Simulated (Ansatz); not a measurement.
# MgS: the cost of one run

Program: Ansatz 0.2.0. Level of theory: DFT PBEsol, frozen-core PAW, scalar-relativistic unless said. These are calculated values, not measurements.

## Step 1: The starting structure

It takes space group Fm-3m (No. 225, cubic). The conventional cell has a = 5.203 Å, b = 5.203 Å, c = 5.203 Å, α = 90.00°, β = 90.00°, γ = 90.00°. Around Mg (site symmetry m-3m) lie 6 S at 2.60 Å. Around S (site symmetry m-3m) lie 6 Mg at 2.60 Å.

Coordinates:

```xyz
2
Lattice="0.0000 2.6016 2.6016 2.6016 0.0000 2.6016 2.6016 2.6016 0.0000" Properties=species:S:1:pos:R:3 pbc="T T T"
Mg    0.0000    0.0000    0.0000
S     2.6016    2.6016    2.6016
```

Cartesian axes are those of the input's lattice vectors. The structure goes back to a database entry.

## Step 2: Cell and atoms relaxed, PAW

Input file input.yaml:

```yaml
crystal:
  lattice:
    - [0.0, 2.60165, 2.60165]
    - [2.60165, 0.0, 2.60165]
    - [2.60165, 2.60165, 0.0]
  atoms:
    - { symbol: Mg, position: [0.0, 0.0, 0.0] }
    - { symbol: S, position: [0.5, 0.5, 0.5] }
kpoints:
  mp_grid: { grid: [12, 12, 12] }
scf:
  occupations: { method: fermi_dirac, width: 0.05 }
hamiltonian:
  xc: pbesol
  pseudopotentials: { kind: paw }
relax:
  f_tol: 0.002
  max_steps: 80
  cell: {}
output:
  forces: true
  stress: true
```

The run is started by

```sh
> ansatz run input.yaml --threads 1 --pin off --max-ram 3072MiB --backend cpu --events-out ev --progress --plain --runs-dir out
```

Q: Estimate wall time and peak memory on 1 thread of Arm Neoverse V1, shared host.

About 5.9 s, with a peak of 0.31 GiB.
